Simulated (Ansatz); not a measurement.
# HfNiS4: the cost of one run

Program: Ansatz 0.2.0. Level of theory: DFT PBE, scalar-relativistic, plane waves, PAW. These are calculated values, not measurements.

1 further run of the same task is left out (it didn't finish).

## 1. Starting point

Symmetry: P-6m2, No. 187, hexagonal system. The conventional cell has a = 5.767 Å, b = 5.767 Å, c = 4.219 Å, α = 90.00°, β = 90.00°, γ = 120.00°. Hf (site symmetry -6m2) has 15 S at 3.33 to 3.57 Å and 3 Ni at 3.33 Å as nearest neighbours. Around Ni (site symmetry -6m2) lie 6 S at 2.69 Å. S (site symmetry -6m2) has 6 S at 2.69 Å and 3 Hf at 3.33 Å and 3 Ni at 3.33 Å as nearest neighbours. S (site symmetry mm2) is surrounded by 2 Ni at 2.69 Å and 2 S at 2.69 Å and 4 Hf at 3.57 Å.

Coordinates:

```cif
data_structure
_symmetry_space_group_name_H-M 'P-6m2'
_symmetry_Int_Tables_number 187
_cell_length_a 5.7675
_cell_length_b 5.7675
_cell_length_c 4.2186
_cell_angle_alpha 90.000
_cell_angle_beta 90.000
_cell_angle_gamma 120.000
_cell_volume 121.53
loop_
_atom_site_label
_atom_site_type_symbol
_atom_site_symmetry_multiplicity
_atom_site_Wyckoff_symbol
_atom_site_fract_x
_atom_site_fract_y
_atom_site_fract_z
_atom_site_occupancy
Hf1 Hf 1 a 0.00000 0.00000 0.00000 1
Ni1 Ni 1 c 0.33333 0.66667 0.00000 1
S1 S 1 e 0.66667 0.33333 0.00000 1
S2 S 3 k 0.00015 0.50007 0.50000 1
```

The cell is invented: species swapped into a database cell of GdCo4Si (P-6m2, No. 187), with Hf on the Gd sites, S on the Co sites and Ni on the Si sites. The dimensions are guesses.

## 2. The guess as it stands, on a coarse mesh

input.yaml

```yaml
crystal:
  lattice:
    - [5.76749243, 0.0, 0.0]
    - [-2.88374621, 4.99479496, 0.0]
    - [0.0, 0.0, 4.21855553]
  atoms:
    - { symbol: Hf, position: [0.33333333, 0.66666667, 0.0] }
    - { symbol: Ni, position: [0.66666667, 0.33333333, 0.0], spin: 2.0 }
    - { symbol: S, position: [0.0, 0.0, 0.0] }
    - { symbol: S, position: [0.33347933, 0.16673967, 0.5] }
    - { symbol: S, position: [0.83326033, 0.16673967, 0.5] }
    - { symbol: S, position: [0.83326033, 0.66652067, 0.5] }
basis:
  ecutwfc: 420
kpoints:
  mp_grid: { grid: [3, 3, 4] }
hamiltonian:
  xc: pbe
scf:
  occupations: { method: gaussian, width: 0.1 }
  lower_state_search: "off"
output:
  forces: true
  stress: true
  eigenvalues: true
  populations: true
magnetization:
  spin_polarized: true
```

The run is started by

```
> ansatz run input.yaml --threads 1 --pin off --max-ram 2560MiB --backend cpu --events-out ev --progress --plain --runs-dir out
```

**Question.** How long does this run take on 1 thread of Arm Neoverse V1, shared host, and how much memory does it need?

About 30 s, with a peak of 0.4 GiB.
